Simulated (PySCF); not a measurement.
# SbH (triplet) with other numerical set-ups

Aim: see how much the energy and properties of SbH (triplet) depend on the numerical set-up.

Computed with PySCF 2.14.0. Level: each script names its method and basis.

3 further runs of the same task are left out: 3 that didn't finish.

## Step 1: The system as given

SbH (triplet): 2 atoms, charge 0, spin multiplicity 3.

Bond lengths: Sb1–H2 1.685 Å.

## Step 2: Base script

The input, input.py:

```python
from pyscf import gto, dft

mol = gto.M(
    atom='Sb 0 0 0; H 0 0 1.685',
    basis='def2-svp',
    ecp={'Sb': 'def2-svp'},
    charge=0,
    spin=2,
    verbose=4,
)
mf = dft.UKS(mol, xc='hcth407')
mf.kernel()
mf.stability(internal=True, external=True)
mf.dip_moment()
print('orbital energies (hartree):', [e[max(0, n-3):n+3].round(4) for e, n in zip(mf.mo_energy, mol.nelec)])
```

Started as:

```console
> OMP_NUM_THREADS=1 python input.py
```

The log of this run is left out.

In short: E(SCF) = -241.451528 Eh, 10 cycles, ⟨S²⟩ = 2.006, μ = 0.09 D, internal stable; real -> complex stable; UHF/UKS -> GHF/GKS stable.

The bond length is a typed value, not an optimised one. The triplet is typed in the script; nothing here shows that it is the ground state.

## Step 3: Crenbl

Variant 1 changes basis set: def2-svp → crenbl. The core potential changes with it: totals don't compare.

The input, input.py:

```python
from pyscf import gto, dft

mol = gto.M(
    atom='Sb 0 0 0; H 0 0 1.685',
    basis='crenbl',
    ecp={'Sb': 'crenbl'},
    charge=0,
    spin=2,
    verbose=4,
)
mf = dft.UKS(mol, xc='hcth407')
mf.kernel()
mf.stability(internal=True, external=True)
mf.dip_moment()
print('orbital energies (hartree):', [e[max(0, n-3):n+3].round(4) for e, n in zip(mf.mo_energy, mol.nelec)])
```

Started as:

```console
> OMP_NUM_THREADS=1 python input.py
```

## Step 4: Integration grid 0

Variant 2 changes integration grid: default → 0.

input.py: that of step 2 with these lines changed.

```diff
@@ -11,2 +11,3 @@
 mf = dft.UKS(mol, xc='hcth407')
+mf.grids.level = 0
 mf.kernel()
```

## Step 5: Integration grid 4

Variant 3 changes integration grid: default → 4.

input.py: that of step 2 with these lines changed.

```diff
@@ -11,2 +11,3 @@
 mf = dft.UKS(mol, xc='hcth407')
+mf.grids.level = 4
 mf.kernel()
```

## Step 6: Jorge-dzp-dkh (core potential off, X2C on)

Variant 4 changes basis set: def2-svp → jorge-dzp-dkh; core potential: on → off; spin-free X2C: off → on. The core potential changes with it: totals don't compare.

input.py: that of step 2 with these lines changed.

```diff
@@ -4,4 +4,3 @@
     atom='Sb 0 0 0; H 0 0 1.685',
-    basis='def2-svp',
-    ecp={'Sb': 'def2-svp'},
+    basis='jorge-dzp-dkh',
     charge=0,
@@ -11,2 +10,3 @@
 mf = dft.UKS(mol, xc='hcth407')
+mf = mf.sfx2c1e()
 mf.kernel()
```

Q: Predict the outcome of this session. Wanted: for each run, E(SCF); from base; gap, α spin; SCF dipole; after the SCF.

**Answer**, as computed:

```
                                       run  E(SCF) (hartree)  from base (eV)  cycles  gap, α spin (eV)  SCF dipole (D)  functions                 after the SCF
                                      base       -241.451528               0      10              5.06            0.09         31                        stable
                                    crenbl        -83.546572  not comparable      10              4.75            0.32         36  unstable: UHF/UKS -> GHF/GKS
          integration grid 0 (poor choice)       -241.443599         +0.2158      10              5.06            0.08         31                        stable
                        integration grid 4       -241.451528          0.0000      10              5.06            0.09         31                        stable
jorge-dzp-dkh (core potential off, X2C on)      -6477.238220  not comparable       9              5.01            0.08         53  unstable: UHF/UKS -> GHF/GKS
```

**Reading.** With integration grid 4 the SCF ends at the base energy. Rows marked «poor choice» come from settings spoiled on purpose.
